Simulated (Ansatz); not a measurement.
# NaLa (P-6m2): test of the smearing width in Python

Aim: a test of the smearing width, for NaLa (P-6m2), run from a script.

Computed with Ansatz 0.2.0, driven from Python. Level of theory: DFT PBE, plane waves, PAW.

### 1 The system

It takes space group P-6m2 (No. 187, hexagonal). The conventional cell has a = 3.606 Å, b = 3.606 Å, c = 6.484 Å, α = 90.00°, β = 90.00°, γ = 120.00°. Na (site symmetry -6m2) has 6 Na at 3.61 Å and 6 La at 3.85 Å as nearest neighbours. Around La (site symmetry -6m2) lie 6 La at 3.61 Å and 6 Na at 3.85 Å.

The script holds or builds the structure itself.

### 2 Script

The input, run_smear.py:

```python
import ansatz as az

system = (
    az.Lattice.of((3.60625077, 0.0, 0.0), (-1.80312538, 3.12310478, 0.0), (0.0, 0.0, 6.483782))
    .atom("Na", (0.0, 0.0, 0.0))
    .atom("La", (1 / 3, 2 / 3, 0.5))
)

model = system.calculation()
model = model.functional("pbe")
model = model.basis(41 * az.Ry)
model = model.kpoints(8, 8, 4)

rows = []
for value in [0.25, 0.15, 0.1, 0.05, 0.025]:
    summary = model.occupations("gaussian", width=value).run().report
    rows.append((value, summary["free_energy_ev"] / len(summary["lattice"]["sites"]), summary["n_iterations"], summary["n_kpoints"]))

print("  width (eV)   F/atom (eV)    iterations      k-points")
for row in rows:
    print(f"{str(row[0]):>12s}  {row[1]:12.5f}  {row[2]:12d}  {row[3]:12d}")

for row in rows[:-1]:
    shift = 1000 * (row[1] - rows[-1][1])
    print(f"{row[0]}: {shift:+.2f} meV/atom" + ("  (within 1 meV)" if abs(shift) < 1 else ""))
```

### 3 The run

Run with:

```
python run_smear.py
```

**Question.** How much does the free energy per atom change between the narrowest and the widest smearing, and why?

As calculated:

| quantity | value |
| --- | --- |
| runs compared | 5 |
| last run but one, from the last | -1.08 meV/atom |
| within 5 meV/atom of the last run from | 0.1 |

In words: Going from 0.025 to 0.25 eV changes F by -20.0 meV an atom. The report's estimate for zero width moves by -3.1 meV, so the entropy term explains only part of the change. Caveats:
- For a metal this k-point mesh is coarse: on a finer one energies can move by several to tens of meV an atom and pressures by half a GPa or more, differences at one mesh by less.
- The free energy holds a sizeable smearing term, which stands for no physical temperature.
- The narrowest width needs the finest mesh, so the last row is no converged reference.
- This cell is a computed structure, which may not be the phase found in nature.
